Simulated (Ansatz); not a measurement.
# HBrCl (doublet): the correlation ladder at distance Cl1–H2 along a hydrogen transfer = 1.428 Å, cc-pVTZ

Aim: climb from Hartree-Fock through coupled cluster and multireference methods for HBrCl (doublet) at one geometry and basis, and see what each rung misses.

The runs use Ansatz 0.2.0, Gaussian basis; cc-pVTZ, core rule «outside noble gas», up to 19 orbitals frozen.

Plan: UHF; CCSD(T) on ROHF; CCSD(T) on UHF; BCCD(T) on ROHF; CCSDT(Q) on ROHF; CCSDT(Q) on UHF; CASSCF and MRCISD+Q, 3 electrons in 3 orbitals; CASSCF and NEVPT2, 3 electrons in 3 orbitals; CASSCF and MRCISD+Q, 15 electrons in 9 orbitals; CASSCF and NEVPT2, 15 electrons in 9 orbitals.

## (1) The geometry

The geometry derives from fragments relaxed apart (PBE0/def2-TZVP) and kept rigid, so it is no stationary point. A hydrogen atom is moved between rigid fragments. No spin-orbit coupling is included. The filled d shell of Br may be among the frozen orbitals whatever the setting's name suggests; the logs give the count.

3 atoms, charge 0, spin multiplicity 2.

Atoms are counted from 1 here; the program's logs count them from 0.

Bond lengths: Cl1–H2 1.428 Å, H2–Br3 1.729 Å. Angles: Cl1–H2–Br3 180.0°.

As a file:

```xyz
3

Cl    0.0000    0.0000   -1.5283
H     0.0000    0.0000   -0.1003
Br    0.0000    0.0000    1.6287
```

## (2) UHF

Input file in.yaml:

```yaml
crystal:
  periodic: [false, false, false]
  atoms:
    - {symbol: Cl, position_ang: [0.000000, 0.000000, -1.528333]}
    - {symbol: H, position_ang: [0.000000, 0.000000, -0.100333]}
    - {symbol: Br, position_ang: [0.000000, 0.000000, 1.628667]}
basis:
  gaussian: {orbitals: cc-pVTZ}
magnetization: {spin_polarized: true, initial_magnetization: 1}
hamiltonian: {xc: hf}
output: {orbitals: {seedname: orbitals}}
```

Started as:

```sh
$ ansatz run in.yaml --threads 1 --pin off --events-out ev --progress --plain --max-ram 2560MiB --backend cpu
```

Further steps of the session: CCSD(T) on ROHF; CCSD(T) on UHF; BCCD(T) on ROHF; CCSDT(Q) on ROHF; CCSDT(Q) on UHF; CASSCF and MRCISD+Q, 3 electrons in 3 orbitals; CASSCF and NEVPT2, 3 electrons in 3 orbitals; CASSCF and MRCISD+Q, 15 electrons in 9 orbitals; CASSCF and NEVPT2, 15 electrons in 9 orbitals.

**Question.** What will the summary of the whole plan be? Wanted: UCCSDT(Q) below the RHF energy; RMP2 from UCCSDT(Q); UMP2 from UCCSDT(Q); RCCSD from UCCSDT(Q); RCCSD(T) from UCCSDT(Q); UCCSD(T) from UCCSDT(Q); RCCSDT(Q) from UCCSDT(Q); NEVPT2 pair from UCCSDT(Q); MRCISD+Q pair from UCCSDT(Q).

**Answer**, as computed:

| quantity | value |
| --- | --- |
| UCCSDT(Q) below the RHF energy | -11.2973 eV |
| RMP2 from UCCSDT(Q) | +33.43 kcal/mol |
| UMP2 from UCCSDT(Q) | +34.80 kcal/mol |
| RCCSD from UCCSDT(Q) | +10.65 kcal/mol |
| RCCSD(T) from UCCSDT(Q) | +1.13 kcal/mol |
| UCCSD(T) from UCCSDT(Q) | +1.14 kcal/mol |
| RCCSDT(Q) from UCCSDT(Q) | +0.05 kcal/mol |
| NEVPT2 pair from UCCSDT(Q) | +33.04 kcal/mol |
| MRCISD+Q pair from UCCSDT(Q) | +6.18 kcal/mol |
| NEVPT2 valence from UCCSDT(Q) | +59.97 kcal/mol |
| levels within 1 kcal/mol (43 meV) | RCCSDT, UCCSDT, RCCSDT(Q) |
| T1 diagnostic | 0.021 |
| effectively unpaired electrons | 1.01 |

In words: RCCSD(T) lands +1.13 kcal/mol from the yardstick (0.4 % of the correlation energy). One determinant dominates. Of the multireference levels listed MRCISD+Q pair comes nearest in total energy (+6.18 kcal/mol), which doesn't show that its space is the better one. Coupled cluster took another determinant than the lowest Hartree-Fock one. These misses are within one basis, not against nature; the frozen cores of restricted and unrestricted runs differ, which can shift their rows.
